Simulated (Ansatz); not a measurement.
**CH3Cl3HfO: a ladder of functionals and wavefunction methods**

An exercise on one series of results from a longer session: the logs are not shown, and one member is left open.

The runs use Ansatz 0.2.0, Gaussian basis; functionals in def2-TZVPP, the program's frozen cores in correlated methods.

The runs, in order: LDA (SPW92), PBE-D4, revPBE-D4, BLYP-D4, r2SCAN-D4, B97M-V, PBE0-D4, B3LYP-D4, r2SCANh-D4, r2SCAN0-D4, HSE06-D4, BHLYP-D4, CAM-B3LYP-D4, LC-ωPBE, ωB97X-V, ωB97M-V, B2PLYP, PBE-QIDH; CCSD(T)/def2-SVP; CCSD(T)/def2-TZVPP; MP2/def2-QZVPP; extrapolation to the limit; RPA on PBE.

4 further runs of the same task are left out: 3 that didn't finish, 1 set aside as unsound or not needed.

## The geometry

All runs share one geometry, relaxed beforehand with PBE0-D4 in a triple-zeta def2 set. Hf takes the def2 core potential; no spin-orbit term is included.

SMILES `C[O][Hf]([Cl])([Cl])[Cl]`, 9 atoms, charge 0, spin multiplicity 1.

Atoms are counted from 1 here; the program's logs count them from 0.

Bond lengths: C1–O2 1.396 Å, C1–H7 1.093 Å, C1–H8 1.093 Å, C1–H9 1.093 Å, O2–Hf3 1.872 Å, Hf3–Cl4 2.342 Å, Hf3–Cl5 2.341 Å, Hf3–Cl6 2.341 Å. Angles: O2–C1–H7 109.9°, O2–C1–H8 109.9°, O2–C1–H9 109.9°, H7–C1–H8 109.1°, H7–C1–H9 109.1°, H8–C1–H9 109.1°, C1–O2–Hf3 179.9°, O2–Hf3–Cl4 108.4°, O2–Hf3–Cl5 108.4°, O2–Hf3–Cl6 108.4°, Cl4–Hf3–Cl5 110.5°, Cl4–Hf3–Cl6 110.5°, Cl5–Hf3–Cl6 110.5°.

The first run:

in.yaml

```yaml
crystal:
  periodic: [false, false, false]
  atoms:
    - {symbol: C, position_ang: [-1.094607, -0.479729, -1.250907]}
    - {symbol: O, position_ang: [-0.210863, -0.094298, -0.241661]}
    - {symbol: Hf, position_ang: [0.973011, 0.426073, 1.111863]}
    - {symbol: Cl, position_ang: [1.991550, -1.494147, 1.982576]}
    - {symbol: Cl, position_ang: [2.577581, 1.855268, 0.181695]}
    - {symbol: Cl, position_ang: [-0.246979, 1.533850, 2.775284]}
    - {symbol: H, position_ang: [-1.067355, -1.565312, -1.374110]}
    - {symbol: H, position_ang: [-2.111487, -0.175463, -0.990540]}
    - {symbol: H, position_ang: [-0.810842, -0.006243, -2.194188]}
basis:
  gaussian: {orbitals: def2-TZVPP}
hamiltonian: {xc: lda}
output: {orbitals: {seedname: orbitals}}
```

Launch:

```
ansatz run in.yaml --threads 2 --pin off --events-out ev --progress --plain --max-ram 32768MiB --backend cpu
```

Steps of the session up to this table: LDA; PBE-D4 (GGA); revPBE-D4 (GGA); BLYP-D4 (GGA); r2SCAN-D4 (meta-GGA); B97M-V (meta-GGA); B3LYP-D4 (hybrid); r2SCANh-D4 (hybrid); r2SCAN0-D4 (hybrid); HSE06-D4 (hybrid); BHLYP-D4 (hybrid); CAM-B3LYP-D4 (range-separated); LC-ωPBE (range-separated); ωB97X-V (range-separated); ωB97M-V (range-separated); B2PLYP (double hybrid); PBE-QIDH (double hybrid).

One of the session's tables, all rows but one given; the rest of the session is left out.

It belongs to the step «Orbital energies across the functionals». 

| functional | HOMO (eV) | gap (eV) |
| --- | --- | --- |
| LDA (SPW92) | -7.81 | 5.47 |
| PBE-D4 | -7.66 | 5.56 |
| revPBE-D4 | -7.60 | 5.60 |
| BLYP-D4 | -7.52 | 5.57 |
| r2SCAN-D4 | -8.03 | 6.10 |
| B97M-V | -8.11 | 6.23 |
| PBE0-D4 | -9.13 | 7.85 |
| B3LYP-D4 | -8.86 | 7.38 |
| r2SCANh-D4 | -8.57 | 6.94 |
| r2SCAN0-D4 | -9.38 | 8.21 |
| HSE06-D4 | -8.73 | 7.07 |
| BHLYP-D4 | ? | ? |
| CAM-B3LYP-D4 | -10.51 | 10.34 |
| LC-ωPBE | -11.92 | 12.90 |
| ωB97X-V | -11.55 | 12.43 |
| ωB97M-V | -11.41 | 12.21 |

Estimate the missing values for BHLYP-D4.

Worked estimate for «HOMO (eV)». Against the share of exact exchange, BLYP-D4 (0, -7.52), B3LYP-D4 (0.2, -8.86) give a slope of -6.70 per unit share; at 0.5 the line stands at -10.87.

The run gave: HOMO (eV): -10.46; gap (eV): 10.18. In «HOMO (eV)» the line misses by -0.41.
